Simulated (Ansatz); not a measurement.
**CH7AlN2: inversion of the pyramid at N1**

Wanted: the energy profile along the inversion of the pyramid at N1, from relaxed end points and a band of images. SMILES of the start: NC[NH][AlH2].

Program: Ansatz 0.2.0. Level of theory: RKS PBE0/def2-SVP. These are calculated values, not measurements.

1 further run of the same task is left out (it didn't finish).

## (1) Starting point

Bond lengths: N1–C2 1.407 Å, C2–N3 1.440 Å, N3–Al4 1.957 Å, N1–H5 1.105 Å, N1–H6 1.066 Å, C2–H7 1.135 Å, C2–H8 1.078 Å, N3–H9 1.106 Å, Al4–H10 1.525 Å, Al4–H11 1.646 Å. Angles (14 of 15 angles, heavy atoms first): N1–C2–N3 108.0°, C2–N3–Al4 111.4°, N1–C2–H7 108.7°, N1–C2–H8 111.7°, N3–C2–H7 110.0°, N3–C2–H8 110.1°, C2–N1–H5 107.5°, C2–N1–H6 111.0°, C2–N3–H9 108.8°, Al4–N3–H9 103.6°, N3–Al4–H10 122.0°, N3–Al4–H11 115.6°, H7–C2–H8 108.3°, H5–N1–H6 101.5°.

As a file:

```xyz
11

N    -0.8532    1.7309    0.2188
C    -0.3154    0.5482   -0.3223
N     0.1719   -0.2577    0.7671
Al    1.0353   -1.8891    0.1162
H    -1.2447    2.3320   -0.6213
H    -1.7440    1.5288    0.7678
H     0.5399    0.8218   -1.0166
H    -1.0497   -0.0007   -0.8892
H     0.9915    0.2850    1.2739
H     2.1577   -1.8540   -0.9156
H     0.3761   -3.3022    0.6420
```

## (2) Relaxing end A

input.yaml reads:

```yaml
crystal:
  periodic: [false, false, false]
  atoms:
    - { symbol: "N", position_ang: [-0.8532, 1.7309, 0.2188] }
    - { symbol: C, position_ang: [-0.3154, 0.5482, -0.3223] }
    - { symbol: "N", position_ang: [0.1719, -0.2577, 0.7671] }
    - { symbol: Al, position_ang: [1.0353, -1.8891, 0.1162] }
    - { symbol: H, position_ang: [-1.2447, 2.332, -0.6213] }
    - { symbol: H, position_ang: [-1.744, 1.5288, 0.7678] }
    - { symbol: H, position_ang: [0.5399, 0.8218, -1.0166] }
    - { symbol: H, position_ang: [-1.0497, -0.0007, -0.8892] }
    - { symbol: H, position_ang: [0.9915, 0.285, 1.2739] }
    - { symbol: H, position_ang: [2.1577, -1.854, -0.9156] }
    - { symbol: H, position_ang: [0.3761, -3.3022, 0.642] }
basis:
  gaussian: { orbitals: def2-SVP }
hamiltonian:
  xc: pbe0
relax:
  f_tol: 0.015
  max_steps: 40
```

Command:

```
> ansatz run input.yaml --threads 2 --pin off --max-ram 3072MiB --backend cpu --events-out ev --progress --plain --runs-dir out
```

The program printed, shortened:

```text
Warning: RAYON_NUM_THREADS=2 ignored (pool sized by the plan → 2); use --threads N
[...]
Functional definition: PBE0
[...]
1045 factors; integrals over basis functions are off by at most 2.5e-4 eV
[...]
mean field -10713.84242270 eV, -393.7264469310 hartree, gradient 6.1e-5 eV, S^2 0.000000; 0 other end points of the search recorded, 0 dependent functions left out
[...]
reference -10713.84245468 eV, -393.7264481063 hartree; 20, 20 occupied and 75, 75 virtual orbitals, 1045 factors
relax step   1: F+E_penalty+E_count = -10713.84242270 eV  Δ(F+E_penalty+E_count) = +0.000e0 eV  max|allowed force component| = 3.138e0 eV/Å  Δτ_max = 0.0000 Å  (26 SCF iters, accepted)
[...]
relax step   3: F+E_penalty+E_count = -10714.57267203 eV  Δ(F+E_penalty+E_count) = -1.299e-1 eV  max|allowed force component| = 3.489e-1 eV/Å  Δτ_max = 0.1060 Å  (29 SCF iters, accepted)
[...]
relax step   5: F+E_penalty+E_count = -10714.75664920 eV  Δ(F+E_penalty+E_count) = -9.156e-2 eV  max|allowed force component| = 2.761e-1 eV/Å  Δτ_max = 0.1942 Å  (27 SCF iters, accepted)
[...]
relax step   7: F+E_penalty+E_count = -10714.94061345 eV  Δ(F+E_penalty+E_count) = -9.873e-2 eV  max|allowed force component| = 6.541e-1 eV/Å  Δτ_max = 0.2000 Å  (28 SCF iters, accepted)
[...]
relax step   9: F+E_penalty+E_count = -10715.08705718 eV  Δ(F+E_penalty+E_count) = -5.421e-2 eV  max|allowed force component| = 1.560e-1 eV/Å  Δτ_max = 0.2000 Å  (27 SCF iters, accepted)
[...]
relax step  10: F+E_penalty+E_count = -10715.13067131 eV  Δ(F+E_penalty+E_count) = -4.361e-2 eV  max|allowed force component| = 1.277e-1 eV/Å  Δτ_max = 0.2000 Å  (27 SCF iters, accepted)
[...]
1045 factors; integrals over basis functions are off by at most 4.9e-4 eV
mean field -10715.16060298 eV, -393.7748891628 hartree, gradient 9.7e-6 eV, S^2 0.000000; 0 other end points of the search recorded, 0 dependent functions left out
[...]
reference -10715.16063462 eV, -393.7748903256 hartree; 20, 20 occupied and 75, 75 virtual orbitals, 1045 factors
```

## (3) The output, continued: end point A relaxed

The log, continued, shortened:

```text
relax step  11: F+E_penalty+E_count = -10715.16060298 eV  Δ(F+E_penalty+E_count) = -2.993e-2 eV  max|allowed force component| = 8.980e-2 eV/Å  Δτ_max = 0.2000 Å  (26 SCF iters, accepted)
[...]
relax step  17: F+E_penalty+E_count = -10715.17773690 eV  Δ(F+E_penalty+E_count) = +8.556e-3 eV  max|allowed force component| = 1.943e-1 eV/Å  Δτ_max = 0.0632 Å  (27 SCF iters, rejected (line search))
[...]
relax step  18: F+E_penalty+E_count = -10715.18806787 eV  Δ(F+E_penalty+E_count) = -1.775e-3 eV  max|allowed force component| = 1.341e-2 eV/Å  Δτ_max = 0.0226 Å  (28 SCF iters, accepted)
1045 factors; integrals over basis functions are off by at most 4.3e-4 eV
mean field -10715.18806787 eV, -393.7758984787 hartree, gradient 5.4e-6 eV, S^2 0.000000; 1 other end points of the search recorded, 0 dependent functions left out
[...]
Atom 1 at     0.032711     0.809088    -0.356523 Å, force    -0.000981    -0.003643    -0.003326 eV/Å
Atom 2 at     0.506320    -0.237714     0.509744 Å, force     0.009488    -0.002536    -0.007995 eV/Å
Atom 3 at     0.801255    -1.958143     0.164248 Å, force    -0.005349     0.001044    -0.012172 eV/Å
Atom 4 at    -1.374682     2.293834    -0.321928 Å, force    -0.004369     0.003843    -0.005112 eV/Å
Atom 5 at    -1.936986     0.833570     0.176021 Å, force     0.006100     0.002463    -0.002021 eV/Å
Atom 6 at     0.800463     1.596318    -0.492527 Å, force     0.003523     0.004733    -0.000587 eV/Å
Atom 7 at    -0.125063     0.362670    -1.362280 Å, force    -0.001808    -0.003016     0.001189 eV/Å
Atom 8 at     0.646267     0.124256     1.451004 Å, force    -0.001429     0.005222     0.013406 eV/Å
Atom 9 at     0.495077    -2.483600    -1.303992 Å, force     0.001599     0.001444     0.008787 eV/Å
Atom 10 at     1.352148    -2.854979     1.351697 Å, force    -0.000934    -0.004424     0.000133 eV/Å
Dipole moment:    -0.142015     0.227744    -0.151647 e Å
```

Wall time 29 s (2 threads of Intel Xeon Platinum 8488C (Sapphire Rapids), shared host); peak memory 0.2 GiB.

Step by step:

| step | energy from step 1 (eV) | largest force component (eV/Å) |
| --- | --- | --- |
| 1 | 0.0000 | 3.1384 |
| 2 | -0.6004 | 1.3989 |
| 3 | -0.7302 | 0.3489 |
| 4 | -0.8227 | 0.2765 |
| 5 | -0.9142 | 0.2761 |
| 6 | -0.9995 | 0.8452 |
| 7 | -1.0982 | 0.6541 |
| 8 | -1.1904 | 0.2253 |
| 9 | -1.2446 | 0.1560 |
| 10 | -1.2882 | 0.1277 |
| 11 | -1.3182 | 0.0898 |
| 12 | -1.3367 | 0.1173 |
| 13x | -1.3040 | 0.8640 |
| 14 | -1.3428 | 0.0353 |
| 15 | -1.3439 | 0.0766 |
| 16x | -1.3369 | 0.2279 |
| 17x | -1.3353 | 0.1943 |
| 18 | -1.3456 | 0.0134 |

Step 1 is the start. 3 steps were tried and not accepted (marked x).

After: Bond lengths: N1–C2 1.447 Å, C2–N3 1.439 Å, N3–Al4 1.779 Å, N1–H5 1.018 Å, N1–H6 1.019 Å, C2–H7 1.108 Å, C2–H8 1.112 Å, N3–H9 1.018 Å, Al4–H10 1.589 Å, Al4–H11 1.587 Å. Angles (14 of 15 angles, heavy atoms first): N1–C2–N3 110.9°, C2–N3–Al4 129.9°, N1–C2–H7 106.7°, N1–C2–H8 114.7°, N3–C2–H7 111.3°, N3–C2–H8 107.4°, C2–N1–H5 111.0°, C2–N1–H6 110.5°, C2–N3–H9 110.1°, Al4–N3–H9 120.0°, N3–Al4–H10 117.8°, N3–Al4–H11 117.3°, H7–C2–H8 105.8°, H5–N1–H6 107.5°.

## (4) End point B

The second end starts from a geometry with the move made by hand.

input.yaml, as its differences from that of step 2:

```diff
@@ -7,4 +7,4 @@
     - { symbol: Al, position_ang: [1.0353, -1.8891, 0.1162] }
-    - { symbol: H, position_ang: [-1.2447, 2.332, -0.6213] }
-    - { symbol: H, position_ang: [-1.744, 1.5288, 0.7678] }
+    - { symbol: H, position_ang: [-0.14702, 2.54994, -0.00667] }
+    - { symbol: H, position_ang: [-0.82227, 1.71181, 1.28391] }
     - { symbol: H, position_ang: [0.5399, 0.8218, -1.0166] }
```

Command:

```
> ansatz run input.yaml --threads 2 --pin off --max-ram 3072MiB --backend cpu --events-out ev --progress --plain --runs-dir out
```

The program printed, shortened:

```text
Warning: RAYON_NUM_THREADS=2 ignored (pool sized by the plan → 2); use --threads N
[...]
Functional definition: PBE0
[...]
1046 factors; integrals over basis functions are off by at most 2.4e-4 eV
[...]
mean field -10713.66345754 eV, -393.7198700825 hartree, gradient 5.6e-5 eV, S^2 0.000000; 0 other end points of the search recorded, 0 dependent functions left out
[...]
reference -10713.66348884 eV, -393.7198712328 hartree; 20, 20 occupied and 75, 75 virtual orbitals, 1046 factors
relax step   1: F+E_penalty+E_count = -10713.66345754 eV  Δ(F+E_penalty+E_count) = +0.000e0 eV  max|allowed force component| = 4.453e0 eV/Å  Δτ_max = 0.0000 Å  (26 SCF iters, accepted)
[...]
relax step   4: F+E_penalty+E_count = -10714.59948835 eV  Δ(F+E_penalty+E_count) = -9.004e-2 eV  max|allowed force component| = 2.682e-1 eV/Å  Δτ_max = 0.2000 Å  (28 SCF iters, accepted)
[...]
relax step   7: F+E_penalty+E_count = -10714.71492076 eV  Δ(F+E_penalty+E_count) = -3.958e-2 eV  max|allowed force component| = 2.488e-1 eV/Å  Δτ_max = 0.1931 Å  (28 SCF iters, accepted)
[...]
relax step  10: F+E_penalty+E_count = -10714.99232120 eV  Δ(F+E_penalty+E_count) = -1.096e-1 eV  max|allowed force component| = 3.697e-1 eV/Å  Δτ_max = 0.1988 Å  (27 SCF iters, accepted)
[...]
relax step  11: F+E_penalty+E_count = -10715.08170063 eV  Δ(F+E_penalty+E_count) = -8.938e-2 eV  max|allowed force component| = 2.926e-1 eV/Å  Δτ_max = 0.1950 Å  (28 SCF iters, accepted)
[...]
relax step  12: F+E_penalty+E_count = -10715.14468305 eV  Δ(F+E_penalty+E_count) = -6.298e-2 eV  max|allowed force component| = 1.901e-1 eV/Å  Δτ_max = 0.2000 Å  (27 SCF iters, accepted)
[...]
1046 factors; integrals over basis functions are off by at most 4.4e-4 eV
```

## (5) The output, continued: end point B relaxed

Output, continued:

```text
mean field evaluation 96: about -10715.1557 eV, gradient 7.4e-2 eV
mean field -10715.18430842 eV, -393.7757603217 hartree, gradient 2.3e-5 eV, S^2 0.000000; 0 other end points of the search recorded, 0 dependent functions left out
the calculation of the forces begins
reference -10715.18433983 eV, -393.7757614761 hartree; 20, 20 occupied and 75, 75 virtual orbitals, 1046 factors
relax step  13: F+E_penalty+E_count = -10715.18430842 eV  Δ(F+E_penalty+E_count) = -3.963e-2 eV  max|allowed force component| = 1.253e-1 eV/Å  Δτ_max = 0.2000 Å  (27 SCF iters, accepted)
these checks for a lower state are left out or cut short: starts, cluster_reference, orbital_swaps, neighbouring_geometries, increment
1046 factors; integrals over basis functions are off by at most 4.4e-4 eV
mean field -10715.20677940 eV, -393.7765861151 hartree, gradient 1.2e-5 eV, S^2 0.000000; 0 other end points of the search recorded, 0 dependent functions left out
the calculation of the forces begins
reference -10715.20681056 eV, -393.7765872601 hartree; 20, 20 occupied and 75, 75 virtual orbitals, 1046 factors
relax step  14: F+E_penalty+E_count = -10715.20677940 eV  Δ(F+E_penalty+E_count) = -2.247e-2 eV  max|allowed force component| = 2.094e-1 eV/Å  Δτ_max = 0.2000 Å  (27 SCF iters, accepted)
these checks for a lower state are left out or cut short: starts, cluster_reference, orbital_swaps, neighbouring_geometries, increment
1046 factors; integrals over basis functions are off by at most 4.4e-4 eV
mean field -10715.22117578 eV, -393.7771151723 hartree, gradient 9.1e-6 eV, S^2 0.000000; 0 other end points of the search recorded, 0 dependent functions left out
the calculation of the forces begins
reference -10715.22120691 eV, -393.7771163161 hartree; 20, 20 occupied and 75, 75 virtual orbitals, 1046 factors
relax step  15: F+E_penalty+E_count = -10715.22117578 eV  Δ(F+E_penalty+E_count) = -1.440e-2 eV  max|allowed force component| = 5.960e-2 eV/Å  Δτ_max = 0.2000 Å  (27 SCF iters, accepted)
these checks for a lower state are left out or cut short: starts, cluster_reference, orbital_swaps, neighbouring_geometries, increment
1046 factors; integrals over basis functions are off by at most 4.4e-4 eV
mean field -10715.22397207 eV, -393.7772179339 hartree, gradient 1.2e-5 eV, S^2 0.000000; 0 other end points of the search recorded, 0 dependent functions left out
the calculation of the forces begins
reference -10715.22400344 eV, -393.7772190869 hartree; 20, 20 occupied and 75, 75 virtual orbitals, 1046 factors
relax step  16: F+E_penalty+E_count = -10715.22397207 eV  Δ(F+E_penalty+E_count) = -2.796e-3 eV  max|allowed force component| = 1.130e-1 eV/Å  Δτ_max = 0.1547 Å  (28 SCF iters, accepted)
these checks for a lower state are left out or cut short: starts, cluster_reference, orbital_swaps, neighbouring_geometries, increment
1046 factors; integrals over basis functions are off by at most 4.5e-4 eV
mean field -10715.21752646 eV, -393.7769810620 hartree, gradient 8.3e-5 eV, S^2 0.000000; 0 other end points of the search recorded, 0 dependent functions left out
the calculation of the forces begins
reference -10715.21755777 eV, -393.7769822127 hartree; 20, 20 occupied and 75, 75 virtual orbitals, 1046 factors
relax step  17: F+E_penalty+E_count = -10715.21752646 eV  Δ(F+E_penalty+E_count) = +6.446e-3 eV  max|allowed force component| = 2.125e-1 eV/Å  Δτ_max = 0.0733 Å  (24 SCF iters, rejected (line search))
these checks for a lower state are left out or cut short: starts, cluster_reference, orbital_swaps, neighbouring_geometries, increment
1046 factors; integrals over basis functions are off by at most 4.4e-4 eV
mean field evaluation 128: about -10715.1878 eV, gradient 1.7e0 eV
mean field -10715.22760998 eV, -393.7773516247 hartree, gradient 7.8e-5 eV, S^2 0.000000; 0 other end points of the search recorded, 0 dependent functions left out
the calculation of the forces begins
reference -10715.22764139 eV, -393.7773527789 hartree; 20, 20 occupied and 75, 75 virtual orbitals, 1046 factors
relax step  18: F+E_penalty+E_count = -10715.22760998 eV  Δ(F+E_penalty+E_count) = -3.638e-3 eV  max|allowed force component| = 5.843e-2 eV/Å  Δτ_max = 0.0366 Å  (26 SCF iters, accepted)
these checks for a lower state are left out or cut short: starts, cluster_reference, orbital_swaps, neighbouring_geometries, increment
1046 factors; integrals over basis functions are off by at most 4.4e-4 eV
mean field -10715.22804617 eV, -393.7773676543 hartree, gradient 7.9e-5 eV, S^2 0.000000; 0 other end points of the search recorded, 0 dependent functions left out
the calculation of the forces begins
reference -10715.22807759 eV, -393.7773688091 hartree; 20, 20 occupied and 75, 75 virtual orbitals, 1046 factors
relax step  19: F+E_penalty+E_count = -10715.22804617 eV  Δ(F+E_penalty+E_count) = -4.362e-4 eV  max|allowed force component| = 1.321e-2 eV/Å  Δτ_max = 0.0180 Å  (25 SCF iters, accepted)
1046 factors; integrals over basis functions are off by at most 4.4e-4 eV
mean field -10715.22804617 eV, -393.7773676543 hartree, gradient 7.9e-5 eV, S^2 0.000000; 1 other end points of the search recorded, 0 dependent functions left out
the calculation of the forces begins
reference -10715.22807759 eV, -393.7773688091 hartree; 20, 20 occupied and 75, 75 virtual orbitals, 1046 factors
Total energy: -10715.22807759 eV, -393.7773688091 hartree
Atom 0 at    -0.950624     1.586951     0.069023 Å, force    -0.004219    -0.002010     0.013207 eV/Å
Atom 1 at     0.186986     0.853660    -0.425734 Å, force     0.011597     0.007894    -0.010761 eV/Å
Atom 2 at     0.756081    -0.153590     0.452229 Å, force    -0.002294    -0.003470     0.001081 eV/Å
Atom 3 at     0.803458    -1.923381     0.250707 Å, force    -0.000103     0.005734     0.002192 eV/Å
Atom 4 at    -0.699735     2.132933     0.891763 Å, force    -0.000179    -0.000865    -0.003906 eV/Å
Atom 5 at    -1.683020     0.942207     0.363066 Å, force     0.003574     0.001196    -0.007770 eV/Å
Atom 6 at     0.957926     1.595529    -0.705513 Å, force    -0.012494    -0.005054    -0.000816 eV/Å
Atom 7 at    -0.110055     0.351724    -1.362355 Å, force     0.001624     0.003776     0.003023 eV/Å
Atom 8 at     1.183913     0.262553     1.276915 Å, force     0.002966    -0.002921     0.001409 eV/Å
Atom 9 at     0.131628    -2.534273    -1.051717 Å, force    -0.001214    -0.000283     0.000261 eV/Å
Atom 10 at     1.508252    -2.770364     1.393156 Å, force     0.000741    -0.003997     0.002078 eV/Å
Dipole moment:     0.074035     0.119800     0.276986 e Å
```

Wall time 32 s (2 threads of Intel Xeon Platinum 8488C (Sapphire Rapids), shared host); peak memory 0.21 GiB.

The steps of the relaxation:

| step | energy from step 1 (eV) | largest force component (eV/Å) |
| --- | --- | --- |
| 1 | 0.0000 | 4.4534 |
| 2 | -0.6774 | 1.3253 |
| 3 | -0.8460 | 0.4420 |
| 4 | -0.9360 | 0.2682 |
| 5 | -0.9485 | 0.3908 |
| 6 | -1.0119 | 0.1163 |
| 7 | -1.0515 | 0.2488 |
| 8 | -1.1204 | 0.3219 |
| 9 | -1.2193 | 0.4857 |
| 10 | -1.3289 | 0.3697 |
| 11 | -1.4182 | 0.2926 |
| 12 | -1.4812 | 0.1901 |
| 13 | -1.5208 | 0.1253 |
| 14 | -1.5433 | 0.2094 |
| 15 | -1.5577 | 0.0596 |
| 16 | -1.5605 | 0.1130 |
| 17x | -1.5541 | 0.2125 |
| 18 | -1.5642 | 0.0584 |
| 19 | -1.5646 | 0.0132 |

Step 1 is the start. 1 step was tried and not accepted (marked x).

After: Bond lengths: N1–C2 1.441 Å, C2–N3 1.452 Å, N3–Al4 1.782 Å, N1–H5 1.019 Å, N1–H6 1.019 Å, C2–H7 1.106 Å, C2–H8 1.103 Å, N3–H9 1.018 Å, Al4–H10 1.588 Å, Al4–H11 1.587 Å. Angles (14 of 15 angles, heavy atoms first): N1–C2–N3 117.0°, C2–N3–Al4 129.1°, N1–C2–H7 107.2°, N1–C2–H8 108.1°, N3–C2–H7 110.2°, N3–C2–H8 107.6°, C2–N1–H5 110.8°, C2–N1–H6 110.1°, C2–N3–H9 111.8°, Al4–N3–H9 119.1°, N3–Al4–H10 117.6°, N3–Al4–H11 117.4°, H7–C2–H8 106.1°, H5–N1–H6 106.4°.

## (6) The band

crystal.atoms is end A as relaxed above, and neb.final_atoms is end B, turned to lie on A. With 5 inner images the band has 7 in all.

input.yaml reads:

```yaml
crystal:
  periodic: [false, false, false]
  atoms:
    - { symbol: "N", position_ang: [-1.132112, 1.457699, 0.205336] }
    - { symbol: C, position_ang: [0.032711, 0.809088, -0.356523] }
    - { symbol: "N", position_ang: [0.50632, -0.237714, 0.509744] }
    - { symbol: Al, position_ang: [0.801255, -1.958143, 0.164248] }
    - { symbol: H, position_ang: [-1.374682, 2.293834, -0.321928] }
    - { symbol: H, position_ang: [-1.936986, 0.83357, 0.176021] }
    - { symbol: H, position_ang: [0.800463, 1.596318, -0.492527] }
    - { symbol: H, position_ang: [-0.125063, 0.36267, -1.36228] }
    - { symbol: H, position_ang: [0.646267, 0.124256, 1.451004] }
    - { symbol: H, position_ang: [0.495077, -2.4836, -1.303992] }
    - { symbol: H, position_ang: [1.352148, -2.854979, 1.351697] }
basis:
  gaussian: { orbitals: def2-SVP }
hamiltonian:
  xc: pbe0
neb:
  order_check: false
  images: 5
  f_tol: 0.03
  max_iterations: 60
  initial_path: idpp
  final_atoms:
    - { symbol: "N", position_ang: [-1.22824223, 1.45937311, -0.22882085] }
    - { symbol: C, position_ang: [0.04560551, 0.83895794, -0.49160143] }
    - { symbol: "N", position_ang: [0.50033642, -0.16282487, 0.45649757] }
    - { symbol: Al, position_ang: [0.73801652, -1.91230492, 0.21599063] }
    - { symbol: H, position_ang: [-1.20278066, 1.98304188, 0.64471534] }
    - { symbol: H, position_ang: [-1.94905873, 0.7476184, -0.11751573] }
    - { symbol: H, position_ang: [0.79278042, 1.64969432, -0.57780216] }
    - { symbol: H, position_ang: [-0.00459184, 0.36107499, -1.48484868] }
    - { symbol: H, position_ang: [0.70868196, 0.24486911, 1.365728] }
    - { symbol: H, position_ang: [0.40881628, -2.50974793, -1.21772549] }
    - { symbol: H, position_ang: [1.25583435, -2.75675304, 1.45618278] }
```

Command:

```
> ansatz run input.yaml --threads 2 --pin off --max-ram 3072MiB --backend cpu --events-out ev --progress --plain --runs-dir out
```

The program printed, shortened:

```text
Warning: RAYON_NUM_THREADS=2 ignored (pool sized by the plan → 2); use --threads N
[...]
Functional definition: PBE0
[...]
1043 factors; integrals over basis functions are off by at most 4.1e-4 eV
[...]
mean field -10715.18807788 eV, -393.7758988466 hartree, gradient 4.8e-5 eV, S^2 0.000000; 0 other end points of the search recorded, 0 dependent functions left out
[...]
reference -10715.18810912 eV, -393.7758999947 hartree; 20, 20 occupied and 75, 75 virtual orbitals, 1043 factors
1043 factors; integrals over basis functions are off by at most 4.0e-4 eV
[...]
mean field -10715.22804966 eV, -393.7773677824 hartree, gradient 4.9e-5 eV, S^2 0.000000; 0 other end points of the search recorded, 0 dependent functions left out
[...]
reference -10715.22808104 eV, -393.7773689357 hartree; 20, 20 occupied and 75, 75 virtual orbitals, 1043 factors
[...]
Atom 1 at     0.013050     0.759136    -0.458823 Å, force    -0.009388     0.003037    -0.000955 eV/Å
Atom 2 at     0.508649    -0.214091     0.500016 Å, force     0.005242    -0.000989    -0.000624 eV/Å
Atom 3 at     0.817610    -1.952083     0.283495 Å, force    -0.003726    -0.000205     0.001428 eV/Å
Atom 4 at    -1.213387     2.391458     0.126876 Å, force    -0.009055     0.000205     0.002427 eV/Å
Atom 5 at    -2.069682     0.912127    -0.092754 Å, force    -0.005171     0.002808     0.000494 eV/Å
Atom 6 at     0.765103     1.552160    -0.630056 Å, force     0.003325     0.000366     0.000288 eV/Å
Atom 7 at    -0.084479     0.226902    -1.425937 Å, force    -0.000190    -0.000727     0.000127 eV/Å
Atom 8 at     0.633195     0.212907     1.415671 Å, force    -0.000391    -0.000561     0.001272 eV/Å
Atom 9 at     0.532865    -2.585980    -1.145693 Å, force     0.000499    -0.000212    -0.000184 eV/Å
Atom 10 at     1.355893    -2.768851     1.534856 Å, force     0.001120     0.000263    -0.000178 eV/Å
Dipole moment:    -0.154031     0.378853     0.062974 e Å
this run last wrote the band of iteration 7 to <dir>
```

Wall time 56 s (2 threads of Intel Xeon Platinum 8488C (Sapphire Rapids), shared host); peak memory 0.2 GiB.

(Part 1 of 2 ends here.)
